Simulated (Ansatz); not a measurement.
# One shape, several levels: Ge2H6O ((H3Ge)2O)

Wanted: a comparison of 6 runs (HF/STO-3G, HF/3-21G, B3LYP/6-31G*, PBE0/def2-SVP, PBE0/def2-TZVP) of Ge2H6O ((H3Ge)2O). 

The results are computed with Ansatz 0.2.0.

1 further run of the same task is left out (set aside as unsound or not needed).

**1. The structure to begin with**

The species is Ge2H6O (9 atoms), meant as a singlet with charge 0. The shape comes from GFN2-xTB, which is rough for such elements, and wasn't checked as a minimum.

Bond lengths: Ge1–O5 1.739 Å, O5–Ge6 1.739 Å, Ge1–H2 1.502 Å, Ge1–H3 1.496 Å, Ge1–H4 1.500 Å, Ge6–H7 1.501 Å, Ge6–H8 1.502 Å, Ge6–H9 1.495 Å. Some angles: Ge1–O5–Ge6 149.1°, H2–Ge1–O5 109.7°, H3–Ge1–O5 103.6°, H4–Ge1–O5 106.6°, O5–Ge6–H7 107.7°, O5–Ge6–H8 109.3°, O5–Ge6–H9 102.8°, H2–Ge1–H3 112.4°, H2–Ge1–H4 111.4°, H3–Ge1–H4 112.6°.

**2. Energy and forces at HF/STO-3G (run 1)**

Input file in.yaml:

```yaml
crystal:
  periodic: [false, false, false]
  atoms:
    - {symbol: Ge, position_ang: [1.533780, -0.088190, 0.668770]}
    - {symbol: H, position_ang: [2.054650, -1.096200, -0.315790]}
    - {symbol: H, position_ang: [2.334310, 1.175890, 0.666240]}
    - {symbol: H, position_ang: [1.396510, -0.682170, 2.039740]}
    - {symbol: O, position_ang: [-0.055520, 0.431830, 0.192000]}
    - {symbol: Ge, position_ang: [-1.537830, 0.110900, -0.658310]}
    - {symbol: H, position_ang: [-1.256020, 0.231440, -2.127860]}
    - {symbol: H, position_ang: [-2.020820, -1.267810, -0.309910]}
    - {symbol: H, position_ang: [-2.449070, 1.184320, -0.154880]}
basis:
  gaussian: {orbitals: STO-3G}
hamiltonian: {xc: hf}
accuracy: high
output: {forces: true, orbitals: {seedname: orbitals}}
```

The run is started by

```bash
$ ansatz run in.yaml --threads 1 --pin off --max-ram 3480MiB --events-out events.jsonl --progress --plain --runs-dir runs
```

The program printed:

```text
Warning: RAYON_NUM_THREADS=1 ignored (pool sized by the plan → 1); use --threads N
Functional definition: HF
  name "HF"
  exchange = exact_x
  correlation = 0
757 factors; integrals over basis functions are off by at most 3.1e-9 eV
mean field evaluation 1: about -113765.8257 eV, gradient 2.1e1 eV
mean field evaluation 2: about -113765.8884 eV, gradient 2.1e1 eV
mean field evaluation 4: about -113767.6173 eV, gradient 1.6e0 eV
mean field evaluation 8: about -113767.6332 eV, gradient 1.5e-4 eV
mean field -113767.63319297 eV, -4180.8834053703 hartree, gradient 1.6e-8 eV, S^2 0.000000; 0 other end points of the search recorded, 0 dependent functions left out
the calculation of the forces begins
reference -113767.63319297 eV, -4180.8834053703 hartree; 39, 39 occupied and 8, 8 virtual orbitals, 757 factors
Total energy: -113767.63319297 eV, -4180.8834053703 hartree
Atom 0 at     1.533780    -0.088190     0.668770 Å, force    -1.820623     0.234034    -0.701355 eV/Å
Atom 1 at     2.054650    -1.096200    -0.315790 Å, force    -0.210452     0.840747     0.957066 eV/Å
Atom 2 at     2.334310     1.175890     0.666240 Å, force    -0.356247    -1.203110     0.108623 eV/Å
Atom 3 at     1.396510    -0.682170     2.039740 Å, force     0.409549     0.448131    -1.132457 eV/Å
Atom 4 at    -0.055520     0.431830     0.192000 Å, force     0.042817    -0.401024    -0.173617 eV/Å
Atom 5 at    -1.537830     0.110900    -0.658310 Å, force     1.808238     0.024189     0.828243 eV/Å
Atom 6 at    -1.256020     0.231440    -2.127860 Å, force    -0.514051    -0.146210     1.167686 eV/Å
Atom 7 at    -2.020820    -1.267810    -0.309910 Å, force     0.189263     1.198044    -0.429384 eV/Å
Atom 8 at    -2.449070     1.184320    -0.154880 Å, force     0.451507    -0.994802    -0.624807 eV/Å
Dipole moment:     0.018092    -0.156505    -0.069457 e Å
```

Run time: 2.7 s. Hardware: 1 thread of Intel Xeon at 2.70GHz, shared host; peak memory 0.13 GiB.

**3. Energy and forces at HF/3-21G (run 2)**

Input file job.yaml:

```yaml
crystal:
  periodic: [false, false, false]
  atoms:
    - {symbol: Ge, position_ang: [1.533780, -0.088190, 0.668770]}
    - {symbol: H, position_ang: [2.054650, -1.096200, -0.315790]}
    - {symbol: H, position_ang: [2.334310, 1.175890, 0.666240]}
    - {symbol: H, position_ang: [1.396510, -0.682170, 2.039740]}
    - {symbol: O, position_ang: [-0.055520, 0.431830, 0.192000]}
    - {symbol: Ge, position_ang: [-1.537830, 0.110900, -0.658310]}
    - {symbol: H, position_ang: [-1.256020, 0.231440, -2.127860]}
    - {symbol: H, position_ang: [-2.020820, -1.267810, -0.309910]}
    - {symbol: H, position_ang: [-2.449070, 1.184320, -0.154880]}
basis:
  gaussian: {orbitals: 3-21G-spherical.json}
hamiltonian: {xc: hf}
accuracy: high
output: {forces: true, orbitals: {seedname: orbitals}}
```

The basis set 3-21G is read from a file made from the Basis Set Exchange's data (not shown).

The run is started by

```bash
$ ansatz run job.yaml --threads 1 --pin off --max-ram 3480MiB --events-out events.jsonl --progress --plain --runs-dir runs
```

The program printed, shortened:

```text
Warning: RAYON_NUM_THREADS=1 ignored (pool sized by the plan → 1); use --threads N
[... 2 set-up lines as earlier in the session ...]
[...]
1194 factors; integrals over basis functions are off by at most 4.6e-9 eV
[...]
mean field -114522.94935544 eV, -4208.6407623693 hartree, gradient 3.1e-8 eV, S^2 0.000000; 0 other end points of the search recorded, 0 dependent functions left out
[...]
reference -114522.94935544 eV, -4208.6407623693 hartree; 39, 39 occupied and 26, 26 virtual orbitals, 1194 factors
Total energy: -114522.94935544 eV, -4208.6407623693 hartree
Atom 0 at     1.533780    -0.088190     0.668770 Å, force    -1.763331     0.955101    -0.294078 eV/Å
Atom 1 at     2.054650    -1.096200    -0.315790 Å, force     0.407071    -0.509972    -0.389753 eV/Å
Atom 2 at     2.334310     1.175890     0.666240 Å, force     0.769027     0.406103     0.115314 eV/Å
Atom 3 at     1.396510    -0.682170     2.039740 Å, force     0.257109    -0.368166     0.659027 eV/Å
Atom 4 at    -0.055520     0.431830     0.192000 Å, force     0.119341    -0.935550    -0.405637 eV/Å
Atom 5 at    -1.537830     0.110900    -0.658310 Å, force     1.555920     0.747680     1.064576 eV/Å
Atom 6 at    -1.256020     0.231440    -2.127860 Å, force    -0.129082    -0.018797    -0.773921 eV/Å
Atom 7 at    -2.020820    -1.267810    -0.309910 Å, force    -0.400865    -0.650151     0.041115 eV/Å
Atom 8 at    -2.449070     1.184320    -0.154880 Å, force    -0.815191     0.373753    -0.016642 eV/Å
Dipole moment:     0.025388    -0.211830    -0.094488 e Å
```

Wall time 2.7 s (1 thread of Intel Xeon at 2.70GHz, shared host); peak memory 0.17 GiB.

**4. Energy and gradient at B3LYP/6-31G(d) (spherical functions) (run 3)**

in.yaml: that of step 2 with these lines changed.

```diff
@@ -1 +1,4 @@
+basis:
+  gaussian:
+    orbitals: 6-31G_st_-spherical.json
 crystal:
@@ -12,5 +15,4 @@
     - {symbol: H, position_ang: [-2.449070, 1.184320, -0.154880]}
-basis:
-  gaussian: {orbitals: STO-3G}
-hamiltonian: {xc: hf}
+hamiltonian:
+  xc: {name: B3LYP}
 accuracy: high
```

The basis set 6-31G* is read from a file made from the Basis Set Exchange's data (not shown).

The run is started by

```bash
$ ansatz run in.yaml --threads 1 --pin off --max-ram 3480MiB --events-out events.jsonl --progress --plain --runs-dir runs
```

The program printed, shortened:

```text
Warning: RAYON_NUM_THREADS=1 ignored (pool sized by the plan → 1); use --threads N
Functional definition: B3LYP
  name "B3LYP"
[...]
1946 factors; integrals over basis functions are off by at most 4.9e-9 eV
[...]
mean field -115168.10344915 eV, -4232.3497380120 hartree, gradient 1.3e-8 eV, S^2 0.000000; 0 other end points of the search recorded, 0 dependent functions left out
[...]
reference -115168.10349680 eV, -4232.3497397630 hartree; 39, 39 occupied and 51, 51 virtual orbitals, 1946 factors
Total energy: -115168.10349680 eV, -4232.3497397630 hartree
Atom 0 at     1.533780    -0.088190     0.668770 Å, force     0.003656    -0.141665    -0.032421 eV/Å
Atom 1 at     2.054650    -1.096200    -0.315790 Å, force     0.425927    -0.619622    -0.549122 eV/Å
Atom 2 at     2.334310     1.175890     0.666240 Å, force     0.673143     0.676433     0.065131 eV/Å
Atom 3 at     1.396510    -0.682170     2.039740 Å, force     0.088563    -0.386148     0.835547 eV/Å
Atom 4 at    -0.055520     0.431830     0.192000 Å, force    -0.100309     0.789619     0.353225 eV/Å
Atom 5 at    -1.537830     0.110900    -0.658310 Å, force     0.036886    -0.130855    -0.073600 eV/Å
Atom 6 at    -1.256020     0.231440    -2.127860 Å, force     0.017483     0.048238    -0.929027 eV/Å
Atom 7 at    -2.020820    -1.267810    -0.309910 Å, force    -0.407079    -0.825840     0.150182 eV/Å
Atom 8 at    -2.449070     1.184320    -0.154880 Å, force    -0.738269     0.589840     0.180086 eV/Å
Dipole moment:     0.017815    -0.146635    -0.065696 e Å
```

It took 16 s on 1 thread of Intel Xeon at 2.70GHz, shared host; peak memory 0.37 GiB.

Runs 4 to 5 aren't shown in full; the table further down has their settings and results.

**5. Energy and forces at PBE0/def2-TZVP (run 6)**

job.yaml: that of step 3 with these lines changed.

```diff
@@ -1 +1,3 @@
+basis:
+  gaussian: {orbitals: def2-TZVP}
 crystal:
@@ -12,5 +14,3 @@
     - {symbol: H, position_ang: [-2.449070, 1.184320, -0.154880]}
-basis:
-  gaussian: {orbitals: 3-21G-spherical.json}
-hamiltonian: {xc: hf}
+hamiltonian: {xc: {name: PBE0}}
 accuracy: high
```

The run is started by

```bash
$ ansatz run job.yaml --threads 1 --pin off --max-ram 3480MiB --events-out events.jsonl --progress --plain --runs-dir runs
```

The program printed, shortened:

```text
Warning: RAYON_NUM_THREADS=1 ignored (pool sized by the plan → 1); use --threads N
Functional definition: PBE0
  name "PBE0"
[...]
2867 factors; integrals over basis functions are off by at most 4.6e-9 eV
[...]
mean field -115165.92569344 eV, -4232.2697069656 hartree, gradient 5.3e-8 eV, S^2 0.000000; 0 other end points of the search recorded, 0 dependent functions left out
[...]
reference -115165.92569670 eV, -4232.2697070854 hartree; 39, 39 occupied and 124, 124 virtual orbitals, 2867 factors
Total energy: -115165.92569670 eV, -4232.2697070854 hartree
Atom 0 at     1.533780    -0.088190     0.668770 Å, force    -0.258549    -0.002813    -0.086559 eV/Å
Atom 1 at     2.054650    -1.096200    -0.315790 Å, force     0.313418    -0.487599    -0.445842 eV/Å
Atom 2 at     2.334310     1.175890     0.666240 Å, force     0.555617     0.547879     0.052295 eV/Å
Atom 3 at     1.396510    -0.682170     2.039740 Å, force     0.062661    -0.309588     0.665370 eV/Å
Atom 4 at    -0.055520     0.431830     0.192000 Å, force    -0.052049     0.414750     0.191023 eV/Å
Atom 5 at    -1.537830     0.110900    -0.658310 Å, force     0.267979    -0.023908     0.085946 eV/Å
Atom 6 at    -1.256020     0.231440    -2.127860 Å, force     0.027355     0.038567    -0.735574 eV/Å
Atom 7 at    -2.020820    -1.267810    -0.309910 Å, force    -0.302171    -0.655898     0.131062 eV/Å
Atom 8 at    -2.449070     1.184320    -0.154880 Å, force    -0.614260     0.478609     0.142279 eV/Å
Dipole moment:     0.014465    -0.120712    -0.053901 e Å
```

It took 34 s on 1 thread of Intel Xeon at 2.70GHz, shared host; peak memory 0.75 GiB.

**6. All runs side by side**

```csv
run,level,Cartesian functions,energy (Eh),dipole moment (D),HOMO energy (eV),LUMO energy (eV),wall time
1,HF/STO-3G,no,-4180.883405,0.83,-7.75,10.65,2.7 s
2,HF/3-21G,no,-4208.640762,1.12,-11.25,3.81,2.7 s
3,B3LYP/6-31G* (spherical functions),no,-4232.349740,0.78,-7.49,-0.10,16 s
4,B3LYP/6-31G* (Cartesian functions),yes,-4232.362290,0.77,-7.49,-0.14,15 s
5,PBE0/def2-SVP,no,-4231.649688,0.75,-7.93,0.22,18 s
6,PBE0/def2-TZVP,no,-4232.269707,0.64,-8.04,-0.05,34 s
```

**7. What came out**

```
                       quantity           value
            run 6: total energy  -4232.26971 Eh
           run 6: dipole moment          0.64 D
             run 6: HOMO energy        -8.04 eV
             run 6: LUMO energy        -0.05 eV
           run 6: HOMO–LUMO gap         7.98 eV
run 6: largest force on an atom      0.792 eV/Å
```

The dipole moment (its size) runs from 0.64 D (PBE0/def2-TZVP) to 1.12 D (HF/3-21G). The two ends differ in method and basis. The HOMO–LUMO gap runs from 7.35 eV (B3LYP/6-31G*) to 18.40 eV (HF/STO-3G). Totals of different functionals can't be ranked against each other. In run 1 the basis is minimal, so the values are rough. All runs together took 88 s, the longest 34 s.
